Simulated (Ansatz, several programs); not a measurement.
Rocksalt PbSe, relaxed with r2SCAN in Ansatz (plane waves, PAW): it is cubic, Fm-3m (No. 225); a = 6.177 Å in the conventional setting, 29.47 Å³ an atom. Pb is surrounded by 6 Se at 3.09 Å; Se is surrounded by 6 Pb at 3.09 Å. The cell was then scaled with its shape and fractional coordinates held. Spin-unpolarised throughout; all numbers are computed.

```csv
V (Å³/atom),E (meV/atom)
27.698,18.86
29.466,0.00
30.350,4.12
31.234,15.49
```

Q: Pass a cubic E = c₀ + c₁u + c₂u² + c₃u³, with u = V − 29.687 Å³, through these points.

A: c₀ = 0.28, c₁ = +2.437, c₂ = 5.281, c₃ = -0.3227 (meV and Å³).

Q: Where is the minimum, and what bulk modulus follows?

A: dE/du = 0 at u = -0.226, so V₀ = 29.46 Å³. B = V₀ d²E/dV² = 29.46 × (2c₂ + 6c₃u) = 29.46 × 10.999 = 324 meV/Å³, and 1 meV/Å³ is 0.16022 GPa: 52 GPa. A third-order Birch-Murnaghan fit to all five points gives 29.46 Å³ and 51 GPa.

Q: Predict the energy and the pressure at the withheld volume, 28.582 Å³.

A: With u = -1.105: E ≈ 4.47 meV and P = −dE/dV ≈ +1.67 GPa. The run gives 4.41 meV and, from its stress, +1.66 GPa.
